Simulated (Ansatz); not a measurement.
# CuB6: further runs on a relaxed guess

This session takes a relaxed cell of CuB6 and sets out to compute bands, density of states and charges.

Computed with Ansatz 0.2.0 (DFT PBE, scalar-relativistic, plane waves, PAW, unless a step's input says otherwise).

1 further run of the same task is left out (set aside as unsound or not needed).

### Step 1. Starting point

It takes space group Fm-3m (No. 225, cubic). The conventional cell has a = 5.921 Å, b = 5.921 Å, c = 5.921 Å, α = 90.00°, β = 90.00°, γ = 90.00°. Cu (site symmetry m-3m) has 12 B at 2.09 Å as nearest neighbours. Around B (site symmetry mmm) lie 2 Cu at 2.09 Å and 8 B at 2.09 Å.

Coordinates:

```cif
data_structure
_symmetry_space_group_name_H-M 'P 1'
_symmetry_Int_Tables_number 1
_cell_length_a 4.1867
_cell_length_b 4.1867
_cell_length_c 4.1867
_cell_angle_alpha 60.000
_cell_angle_beta 60.000
_cell_angle_gamma 60.000
_cell_volume 51.89
loop_
_atom_site_label
_atom_site_type_symbol
_atom_site_fract_x
_atom_site_fract_y
_atom_site_fract_z
_atom_site_occupancy
Cu1 Cu 0.00000 0.00000 0.00000 1
B1 B 0.50000 0.50000 0.00000 1
B2 B 0.50000 0.00000 0.50000 1
B3 B 0.00000 0.00000 0.50000 1
B4 B 0.00000 0.50000 0.00000 1
B5 B 0.00000 0.50000 0.50000 1
B6 B 0.50000 0.00000 0.00000 1
```

The cell was relaxed beforehand at this level, from a database cell with other species swapped in; it is a trial structure. At a tolerance of 0.05 Å it has space group Fm-3m (No. 225); it has 7.41 Å³/atom, an uncorrected energy of +1.18 eV/atom over the elements.

### Step 2. Electronic structure at the relaxed geometry

File input.yaml:

```yaml
crystal:
  lattice:
    - [0.0, 2.9604724759, 2.9604724759]
    - [2.9604724759, 0.0, 2.9604724759]
    - [2.9604724759, 2.9604724759, 0.0]
  atoms:
    - { symbol: Cu, position: [0.0, 0.0, 0.0] }
    - { symbol: B, position: [0.5, 0.5, 0.0] }
    - { symbol: B, position: [0.5, 0.0, 0.5] }
    - { symbol: B, position: [0.0, 0.0, 0.5] }
    - { symbol: B, position: [0.0, 0.5, 0.0] }
    - { symbol: B, position: [0.0, 0.5, 0.5] }
    - { symbol: B, position: [0.5, 0.0, 0.0] }
basis:
  ecutwfc: 420
kpoints:
  mp_grid: { grid: [12, 12, 12] }
  band_path:
    path:
      - [[0.0, 0.0, 0.0], [0.5, 0.0, 0.5], [0.625, 0.25, 0.625]]
      - [[0.375, 0.375, 0.75], [0.0, 0.0, 0.0], [0.5, 0.5, 0.5], [0.5, 0.25, 0.75], [0.5, 0.0, 0.5]]
    npoints: 14
hamiltonian:
  xc: pbe
scf:
  occupations: { method: gaussian, width: 0.1 }
  n_extra_bands: 17
output:
  forces: true
  stress: true
  eigenvalues: true
  populations: true
  dos: { projected: true, de: 0.02, nscf_kmesh: { grid: [15, 15, 15] } }
  bader: true
  write_density: true
  write_potential: true
  elf: true
  volumetric_format: npy
```

Launch:

```console
$ ansatz run input.yaml --threads 1 --pin off --max-ram 2048MiB --backend cpu --events-out ev --progress --plain --runs-dir out
```

Output:

```text
Warning: RAYON_NUM_THREADS=1 ignored (pool sized by the plan → 1); use --threads N
scf.n_extra_bands = 17 over 19 filled bands (N_el = 37.0): the run solves 36 bands
Engine: ansatz 0.2.0, aarch64-unknown-linux-gnu
Pseudopotentials: kind: paw
Pseudopotential: Cu, paw, valence charge 19, recommended cutoff 420 eV (normal), Cu.paw.azcp
Pseudopotential: B, paw, valence charge 3, recommended cutoff 420 eV (normal), B.paw.azcp
Functional definition: PBE
  parameter kappa = 0.804
  parameter beta = 0.06672455060314922
  exchange = pbe_x(kappa = kappa, mu = beta*pi^2/3)
  correlation = pbe_c(beta = beta)
Crystal: 7 atoms, lattice volume = 51.894 Å³
Basis set: ecut = 420 eV, 965 PW (Γ), exchange–correlation on 60×60×60 points (8 copies of the dense FFT grid, shifted against one another)
Bands: 36, of which v1, the nominal top of the filled ones, is band 19 counted from 1 (18 counted from 0)
Symmetry: 48 space group operations
Space group: Fm-3m (ITA 225), of the structure as read, at distance tolerance 3.7e-5 Å
k-points: 72 of 1728
Non-local potential: Cu, projectors of the file, l = 0: 3, l = 1: 2, l = 2: 3, l = 3: 1
Non-local potential: B, projectors of the file, l = 0: 2, l = 1: 2, l = 2: 1
PAW form: soft (Blöchl's): semilocal exchange-correlation on the pseudo side does not see the compensation charge
PAW one-centre angular grid: Cu, 590 points (default); XC on 64 Gauss nodes
PAW one-centre angular grid: B, 110 points (default); XC on 64 Gauss nodes
Initial density: superposition of atomic densities (neutral atoms: chi_scale 0, normalization atom), corrected by the library's trained network
Initial wavefunctions: pseudopotential atomic-orbital guess
Functional: x = pbe(κ = 0.804, μ = 0.2195149727645171), c = pbe(β = 0.06672455060314922)
SCF iter   1: F=—  HF=-7552.419528 eV  |F-HF|=—  |Δ(HF+E_count)|=         —  Δρ=2.52e-2  dr2=2.21e-1  ethr=1.77e-3  ⟨swp⟩=5.1  Hψ=11481  notcnv=0  defer=98
preconditioner: auto → Kerker (q_TF=auto, 2.579 Å⁻¹)  [metal: Δε(μ)=0.017 eV  Ē_g=14.561 eV  σ=0.100 eV  W_gap=0.09  n_scr=14 (ndim 8)  ℏωp=27.8 eV  f_vac=0.001  D(μ)=1.51/eV (n_scr^D=14)]
SCF iter   2: F=—  HF=-7552.426361 eV  |F-HF|=—  |Δ(HF+E_count)|=   6.83e-3  Δρ=2.21e-2  dr2=1.44e-1  ethr=5.98e-4  ⟨swp⟩=2.0  Hψ=4423  notcnv=0  defer=668
SCF iter   3: F=—  HF=-7552.388208 eV  |F-HF|=—  |Δ(HF+E_count)|=   3.82e-2  Δρ=3.58e-3  dr2=6.03e-3  ethr=3.89e-4  ⟨swp⟩=2.0  Hψ=3050  notcnv=0  defer=668
SCF iter   4: F=—  HF=-7552.386995 eV  |F-HF|=—  |Δ(HF+E_count)|=   1.21e-3  Δρ=1.10e-3  dr2=4.69e-4  ethr=1.63e-5  ⟨swp⟩=2.7  Hψ=3684  notcnv=0  defer=537
SCF iter   5: F=—  HF=-7552.387152 eV  |F-HF|=—  |Δ(HF+E_count)|=   1.57e-4  Δρ=4.54e-4  dr2=1.38e-4  ethr=1.27e-6  ⟨swp⟩=2.7  Hψ=3188  notcnv=0  defer=537
SCF iter   6: F=—  HF=-7552.387132 eV  |F-HF|=—  |Δ(HF+E_count)|=   1.97e-5  Δρ=1.58e-4  dr2=1.84e-5  ethr=3.72e-7  ⟨swp⟩=1.0  Hψ=1838  notcnv=0  defer=537
SCF iter   7: F=—  HF=-7552.387137 eV  |F-HF|=—  |Δ(HF+E_count)|=   4.96e-6  Δρ=2.96e-5  dr2=7.74e-7  ethr=4.97e-8  ⟨swp⟩=2.5  Hψ=2814  notcnv=0  defer=537
SCF iter   8: F=-7552.387137 eV  HF=-7552.387137 eV  |F-HF|=7.94e-9  |Δ(HF+E_count)|=   3.28e-7  Δρ=3.47e-6  dr2=4.21e-9  ethr=2.70e-10  ⟨swp⟩=14.1  Hψ=18156  notcnv=0
SCF 1 converged in 8 iterations: F = -7552.387137 eV  dr2 = 4.21e-9
NSCF: frozen V_eff on 86 k-points
NSCF: frozen V_eff on 120 k-points
SCF converged after 8 iterations
Free energy (F): -7552.387137 eV
Harris-Foulkes:  -7552.387137 eV  (|F-HF|=7.94e-9)
Internal energy: -7552.379555 eV  (E = F + TS)
E sigma→0 (E₀):  -7552.383346 eV
Entropy (-TS):   -0.007582 eV (-1.083 meV/atom)
Fermi energy:    13.122100 eV
--- Per-component energies (eV) ---
  E_band       = -366.884588
  E_kinetic    = 576.674678
  E_local      = -5704.900685  (includes V_loc(G=0)·N_el)
  E_nonlocal   = 453.745865
  E_hartree    = 2551.642810
  E_xc         = -281.178026
  E_vxc        = -343.425286  (∫ρ·V_xc dr)
  E_paw        = -2125.611355  (= ΣΔE_a)
  E_vpaw       = -452.265365  (= ΣTr[D̂ρ^β])
  E_aug_tail   = 0.000291  (compensation charges beyond the density's cutoff)
  E_ewald      = -3022.753134
  E_smearing   = -0.007582  (= −TS)
  E_closure    = -0.000000  (closes the sum)
  Σ components = -7552.387137   (vs F -7552.387137, Δ=0.00e0)
--- Forces (eV/Å), atoms counted from 1 ---
  atom   1  Cu    -0.00000000     0.00000000    -0.00000000
  atom   2  B      0.00000000    -0.00000000    -0.00000000
  atom   3  B      0.00000000    -0.00000000    -0.00000000
  atom   4  B      0.00000000    -0.00000000     0.00000000
  atom   5  B      0.00000000    -0.00000000     0.00000000
  atom   6  B      0.00000000    -0.00000000     0.00000000
  atom   7  B      0.00000000    -0.00000000     0.00000000
  max |Σ_I F_I| component: 4.08e-30 eV/Å
--- Stress (GPa, compression-positive) ---
       -0.005422       0.000000       0.000000
        0.000000      -0.005422      -0.000000
        0.000000       0.000000      -0.005422
  P = ⅓ Tr σ = -0.0054 GPa (-0.054 kbar)
--- Band table (eV; the first three rows and the last of 72) ---
  k-point 0: bands = ["-102.1235", "-59.5014", "-59.5014", "-59.5014", "-2.9216", "4.7370", "5.6612", "5.6612", "5.6612", "6.6761", "6.6761", "6.6761", "6.9844", "6.9844", "9.2248", "9.2248", "9.2248", "11.2995", "11.2995", "11.2995", "15.5995", "15.5995", "15.8217", "18.8160", "19.4294", "19.4294", "19.4294", "23.9681", "23.9681", "23.9681", "25.8321", "25.8321", "25.8789", "25.8789", "25.8789", "31.4935"]
  k-point 1: bands = ["-102.1235", "-59.5014", "-59.5014", "-59.5014", "-2.8482", "4.2833", "5.6370", "5.6370", "5.9374", "6.5287", "6.6768", "6.6768", "6.9251", "6.9251", "9.1569", "9.2918", "9.2918", "11.3673", "11.3673", "11.5979", "15.7582", "15.7582", "16.0965", "19.0870", "19.2374", "19.2374", "19.4981", "23.5035", "23.8911", "23.8911", "25.6454", "25.6454", "25.6948", "25.8277", "25.8277", "31.8369"]
  k-point 2: bands = ["-102.1235", "-59.5013", "-59.5013", "-59.5013", "-2.6291", "3.4578", "5.5785", "5.5785", "5.7791", "6.6669", "6.6669", "6.7230", "6.7790", "6.7790", "9.0106", "9.4641", "9.4641", "11.5762", "11.5762", "12.2744", "16.2130", "16.2130", "16.9285", "18.6824", "18.6824", "19.7026", "19.8494", "22.3706", "23.7902", "23.7902", "25.0673", "25.0673", "25.1946", "25.7254", "25.7254", "32.4911"]
  k-point 71: bands = ["-102.1236", "-59.5013", "-59.5013", "-59.5013", "0.8605", "0.8605", "1.4068", "2.6278", "5.9184", "5.9184", "6.3887", "6.5706", "6.9245", "9.6556", "9.6556", "10.5180", "11.0523", "12.8450", "13.9969", "15.3751", "15.3751", "17.9083", "17.9083", "18.8510", "19.1704", "19.9209", "20.2404", "21.4103", "21.4103", "22.2733", "22.2733", "23.8840", "23.9670", "27.7345", "27.8951", "28.3064"]
--- Löwdin populations: 7 sites ---
  site symbol       q [e]
     0     Cu     17.8002
     1      B      3.1777
     2      B      3.1777
     3      B      3.1777
     4      B      3.1777
     5      B      3.1777
     6      B      3.1777
  spilling = 0.003603 (of n_electrons = 37.000000)
--- Bader charges: 7 sites ---
  site symbol  charge [e]  shift [e]
     0     Cu      0.1700     0.0121
     1      B     -0.0283     0.0020
     2      B     -0.0283     0.0020
     3      B     -0.0283     0.0020
     4      B     -0.0283     0.0020
     5      B     -0.0283     0.0020
     6      B     -0.0283     0.0020
  estimated error of the sums over rays = 5.5e-4 e
```

It took 50 s on 1 thread of Arm Neoverse V1, shared host; peak memory 0.4 GiB.

Per atom:

```
atom  Löwdin electrons  Bader charge (e)  Bader volume (Å³)
 Cu1             17.80             +0.17                7.8
  B2              3.18             -0.03                7.3
  B3              3.18             -0.03                7.3
  B4              3.18             -0.03                7.3
  B5              3.18             -0.03                7.3
  B6              3.18             -0.03                7.3
  B7              3.18             -0.03                7.3
```

bands.tsv at the labelled points (eV, zero at the Fermi level; the bands nearest the Fermi level):

| point | band 15 | band 16 | band 17 | band 18 | band 19 | band 20 | band 21 | band 22 |
| --- | --- | --- | --- | --- | --- | --- | --- | --- |
| Γ | -3.90 | -3.90 | -3.90 | -1.82 | -1.82 | -1.82 | 2.48 | 2.48 |
| X | -3.90 | -0.45 | -0.45 | 1.26 | 1.26 | 1.96 | 3.49 | 3.70 |
| U | -2.93 | -2.23 | -0.95 | -0.60 | 0.46 | 0.71 | 3.95 | 4.91 |
| K | -2.93 | -2.23 | -0.95 | -0.60 | 0.46 | 0.71 | 3.95 | 4.91 |
| Γ | -3.90 | -3.90 | -3.90 | -1.82 | -1.82 | -1.82 | 2.48 | 2.48 |
| L | -3.98 | -3.13 | -3.13 | 0.41 | 0.41 | 2.05 | 2.05 | 2.92 |
| W | -3.47 | -2.60 | -2.07 | -0.28 | 0.88 | 2.25 | 2.25 | 4.79 |
| X | -3.90 | -0.45 | -0.45 | 1.26 | 1.26 | 1.96 | 3.49 | 3.70 |

States per cell in windows of 1 eV, from dos.tsv and pdos.tsv (zero at the Fermi level):

```
from  to  total  Cu 3d  B 2s  B 2p
  -8  -7   3.25   1.50  0.55  1.17
  -7  -6   6.59   4.16  0.25  2.15
  -6  -5   0.71   0.29  0.01  0.41
  -5  -4   1.81   0.93  0.04  0.83
  -4  -3   2.26   0.82  0.12  1.31
  -3  -2   1.97   0.46  0.15  1.34
  -2  -1   1.95   0.34  0.55  1.03
  -1   0   2.15   0.22  0.59  1.31
   0   1   1.45   0.10  0.35  0.97
   1   2   1.51   0.09  0.29  1.07
   2   3   1.69   0.11  0.41  1.09
   3   4   2.08   0.08  0.64  1.19
   4   5   2.55   0.05  1.11  1.18
   5   6   2.52   0.03  0.82  1.41
```

A further 16 or so states lie below the table's range.

Axes a, b and c in the maps are those of this run's conventional cell (a, b, c = 5.921, 5.921, 5.921 Å).

Density in a lattice plane of the grid's cell (edges 5.92 and 5.92 Å, at 0.000 of the third edge), which holds Cu and B.

Ten even steps from '0' (0.04 e/Å³) to '9' (69.81 e/Å³):
```
420000000000000000000002
000000000000000000000000
000000000000000000000000
000000000000000000000000
000000000000000000000000
000000000000000000000000
000000000000000000000000
000000000000000000000000
000000000002420000000000
000000000015951000000000
000000000002420000000000
000000000000000000000000
000000000000000000000000
000000000000000000000000
000000000000000000000000
000000000000000000000000
000000000000000000000000
000000000000000000000000
420000000000000000000002
951000000000000000000015
```
Columns run along the first of these edges and rows up along the second, over one cell in 24 and 20 even steps from the bottom left corner. Atoms in the plane (fractional): Cu at (0.00, 0.00), Cu at (0.50, 0.50), B at (0.25, 0.75), B at (0.75, 0.25), B at (0.25, 0.25), B at (0.75, 0.75).

ELF in the same plane.

Ten even steps from ' ' (0.00) to '@' (0.93):
```
##++--::::----::::..          ..::::----::::--++
::::::::--++++++==--..      ..--==++++++--::::::
....::==++++++++++++--......--++++++++++++==::..
::::==**++::  ::++++==::..::==++++::  ::++**==::
::::==**==      ==**==::::::==**==      ==**==::
..::==++++::  ::++**==::::::==**++::  ::++++==::
....--++++++++++++==::......::==++++++++++++--..
    ..--==++++++--::::::::::::::--++++++==--..  
      ..::::----::::--++##++--::::----::::..    
        ....::::..::==%%@@%%==::..::::....      
      ..::::----::::--++##++--::::----::::..    
    ..--==++++++--::::::::::::::--++++++==--..  
....--++++++++++++==::......::==++++++++++++--..
..::==++++::  ::++**==::::::==**++::  ::++++==::
::::==**==      ==**==::::::==**==      ==**==::
::::==**++::  ::++++==::..::==++++::  ::++**==::
....::==++++++++++++--......--++++++++++++==::..
::::::::--++++++==--..      ..--==++++++--::::::
##++--::::----::::..          ..::::----::::--++
@@%%==::..::::....              ....::::..::==%%
```
Columns run along the first of these edges and rows up along the second, over one cell in 24 and 20 even steps from the bottom left corner. Atoms in the plane (fractional): Cu at (0.00, 0.00), Cu at (0.50, 0.50), B at (0.25, 0.75), B at (0.75, 0.25), B at (0.25, 0.25), B at (0.75, 0.75).

Both are smooth fields of the valence electrons: close to the nuclei they are not physical.

Maxima of ELF outside the ion cores: 0.72 on the B–B line, 0.8 Å from B.

### Step 3. Variant: ecutwfc 450 eV, ecutrho_ratio 9

File input.yaml:

```yaml
crystal:
  lattice:
    - [0.0, 2.9604724759, 2.9604724759]
    - [2.9604724759, 0.0, 2.9604724759]
    - [2.9604724759, 2.9604724759, 0.0]
  atoms:
    - { symbol: Cu, position: [0.0, 0.0, 0.0] }
    - { symbol: B, position: [0.5, 0.5, 0.0] }
    - { symbol: B, position: [0.5, 0.0, 0.5] }
    - { symbol: B, position: [0.0, 0.0, 0.5] }
    - { symbol: B, position: [0.0, 0.5, 0.0] }
    - { symbol: B, position: [0.0, 0.5, 0.5] }
    - { symbol: B, position: [0.5, 0.0, 0.0] }
basis:
  ecutwfc: "450 eV"
  ecutrho_ratio: 9
kpoints:
  mp_grid: { grid: [12, 12, 12] }
hamiltonian:
  xc: pbe
scf:
  occupations: { method: gaussian, width: 0.1 }
output:
  forces: true
  eigenvalues: true
  stress: true
```

Launch:

```console
$ ansatz run input.yaml --threads 1 --pin off --max-ram 2048MiB --backend cpu --events-out ev --progress --plain --runs-dir out
```

Output, shortened:

```text
Warning: RAYON_NUM_THREADS=1 ignored (pool sized by the plan → 1); use --threads N
[...]
[... 4 set-up lines as earlier in the session ...]
[...]
Crystal: 7 atoms, lattice volume = 51.894 Å³
Basis set: ecut = 450 eV, 1139 PW (Γ), exchange–correlation on 90×90×90 points (8 copies of the dense FFT grid, shifted against one another)
Bands: 26, of which v1, the nominal top of the filled ones, is band 19 counted from 1 (18 counted from 0)
[... 2 set-up lines as earlier in the session ...]
k-points: 72 of 1728
[...]
SCF iter   1: F=—  HF=-7552.427293 eV  |F-HF|=—  |Δ(HF+E_count)|=         —  Δρ=2.52e-2  dr2=2.21e-1  ethr=1.77e-3  ⟨swp⟩=6.1  Hψ=8453  notcnv=0  defer=17
[...]
SCF converged after 8 iterations
Free energy (F): -7552.395119 eV
[...]
E sigma→0 (E₀):  -7552.391329 eV
Entropy (-TS):   -0.007582 eV (-1.083 meV/atom)
Fermi energy:    13.121766 eV
[...]
--- Forces (eV/Å), atoms counted from 1 ---
  atom   1  Cu    -0.00000000     0.00000000    -0.00000000
  atom   2  B      0.00000000    -0.00000000     0.00000000
  atom   3  B      0.00000000    -0.00000000     0.00000000
  atom   4  B      0.00000000     0.00000000    -0.00000000
  atom   5  B      0.00000000    -0.00000000     0.00000000
  atom   6  B      0.00000000     0.00000000     0.00000000
  atom   7  B      0.00000000    -0.00000000    -0.00000000
[...]
--- Stress (GPa, compression-positive) ---
        0.014979      -0.000000       0.000000
        0.000000       0.014979       0.000000
        0.000000      -0.000000       0.014979
  P = ⅓ Tr σ = 0.0150 GPa (0.150 kbar)
--- Band table (eV; the first three rows and the last of 72) ---
[... band rows left out ...]
[...]
```

Run time: 6.5 s. Hardware: 1 thread of Arm Neoverse V1, shared host; peak memory 0.43 GiB.

```
    run     ending  energy change  pressure (GPa)  gap (eV)  force (eV/Å)  cycles   time
 step 2  converged              0             0.0      0.00          0.00       8   50 s
variant  converged  -1.1 meV/atom             0.0      0.00          0.00       8  6.5 s
```

Changing the cutoff and numerical grids moves the energy by -1.1 meV/atom.

### Step 4. Results

| quantity | value |
| --- | --- |
| gap | none (metal) |
| states at the Fermi level | 1.68 per eV per cell |
| Bader charges | Cu +0.17, B -0.03 e |

Bands cross the Fermi level: a metal at this level of theory. Of the projected weight within 0.25 eV of the Fermi level, the largest part is B 2p (65 %) and B 2s (27 %). Bader charges reach 0.2 e, so charge transfer in this metal is small.
